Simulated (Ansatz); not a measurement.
Predict the output of the script below (the Python package of Ansatz (0.2.0)).

Script `run_adiabatic.py`:
```python
# -*- coding: utf-8 -*-
'''Vertical and adiabatic ionisation of GeP.'''

import logging
import sys

import ansatz as az
import numpy as np

logging.basicConfig(stream=sys.stdout, format='%(levelname)s:%(name)s:%(message)s')
logger = logging.getLogger('ansatz_job')
logger.setLevel(logging.INFO)

GEOMETRY = '''
Ge    0.00000    0.00000    0.00000
P     0.00000    0.00000    2.22500
'''


def main():
    system = az.Crystal.molecule()
    for line in GEOMETRY.strip().splitlines():
        symbol, *xyz = line.split()
        system = system.atom(symbol, [float(v) for v in xyz])

    model = system.calculation().basis(gaussian='def2-SVP').functional('b3lyp').spin('collinear', total=1)
    symbols = [site.symbol for site in system.cartesian_sites]
    start = np.array([site.position_ang for site in system.cartesian_sites], dtype=float)
    data = model.relax(force_tolerance=0.01, max_steps=100).run().report
    end = np.array(data['positions_ang'])

    minimum = az.Crystal.molecule()
    for symbol, place in zip(symbols, end):
        minimum = minimum.atom(symbol, place.tolist())
    ion = (
        minimum.calculation()
        .basis(gaussian='def2-SVP')
        .functional('b3lyp')
        .charge(1)
    )
    vertical = ion.run().report
    settled = ion.relax(force_tolerance=0.01, max_steps=80).run().report
    logger.info(f'vertical ionisation energy   {vertical["free_energy_ev"] - data["free_energy_ev"]:.3f} eV')
    logger.info(f'adiabatic, no zero point     {settled["free_energy_ev"] - data["free_energy_ev"]:.3f} eV')
    logger.info(f'relaxation energy of the ion {vertical["free_energy_ev"] - settled["free_energy_ev"]:.3f} eV')
    ionised = np.array(settled['positions_ang'])
    logger.info('final positions (A) and the move of each atom')
    for symbol, xyz, old in zip(symbols, ionised, end):
        logger.info(f'{symbol:2s} {xyz[0]:10.5f} {xyz[1]:10.5f} {xyz[2]:10.5f}   {np.linalg.norm(xyz - old):7.4f}')


if __name__ == '__main__':
    main()
```

```console
$ python run_adiabatic.py
INFO:ansatz_job:vertical ionisation energy   9.775 eV
INFO:ansatz_job:adiabatic, no zero point     9.540 eV
INFO:ansatz_job:relaxation energy of the ion 0.236 eV
INFO:ansatz_job:final positions (A) and the move of each atom
INFO:ansatz_job:Ge   -0.00000    0.00000   -0.05835    0.0894
INFO:ansatz_job:P     0.00000   -0.00000    2.28335    0.0894
```

Caveats:
- The energies are electronic: no zero-point or thermal terms, and the basis set is short of its limit. The product may relax into another structure. Each relaxation finds its nearest minimum, which needn't be the lowest.
- The run takes the species as open-shell (spin multiplicity 2), which needn't be its ground state.
- b3lyp holds the VWN-RPA fit, as in Gaussian; the form of ORCA and Turbomole is b3lyp5.
- Only the spin states typed were run; another state of an ion can lie lower, by up to an eV or two.
- The spin state was assumed, and another may lie lower.
- It ran for 22 s on 1 thread of Arm Neoverse V1, with other jobs on the host, peak memory 0.2 GiB.
